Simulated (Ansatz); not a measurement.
# Cs (fcc type): the cost of one run

Program: Ansatz 0.2.0. Level of theory: DFT, LDA, PAW with Ansatz's default frozen-core files, scalar-relativistic. These are calculated values, not measurements.

**1. The system as given**

The structure is cubic, space group Fm-3m (No. 225). The conventional cell has a = 7.267 Å, b = 7.267 Å, c = 7.267 Å, α = 90.00°, β = 90.00°, γ = 90.00°.

As a file:

```
CELL_PARAMETERS angstrom
0.00000 3.63371 3.63371
3.63371 0.00000 3.63371
3.63371 3.63371 0.00000
ATOMIC_POSITIONS crystal
Cs 0.00000 0.00000 0.00000
```

**2. Cell relaxed at zero pressure, PAW**

The input, input.yaml:

```yaml
crystal:
  lattice:
    - [0.0, 3.6337111148, 3.6337111148]
    - [3.6337111148, 0.0, 3.6337111148]
    - [3.6337111148, 3.6337111148, 0.0]
  atoms:
    - { symbol: Cs, position: [0.0, 0.0, 0.0] }
kpoints:
  mp_grid: { grid: [10, 10, 10] }
scf:
  occupations: { method: fermi_dirac, width: 0.05 }
hamiltonian:
  xc: lda
  pseudopotentials: { kind: paw }
output:
  forces: true
  stress: true
relax:
  f_tol: 0.005
  max_steps: 40
  cell: {}
```

The run is started by

```console
> ansatz run input.yaml --threads 1 --pin off --max-ram 3584MiB --backend cpu --events-out ev --progress --plain --runs-dir out
```

Q: Estimate wall time and peak memory on 1 thread of AMD EPYC 9R45 (Zen 5), shared host.

About 1.4 s, with a peak of 0.42 GiB.
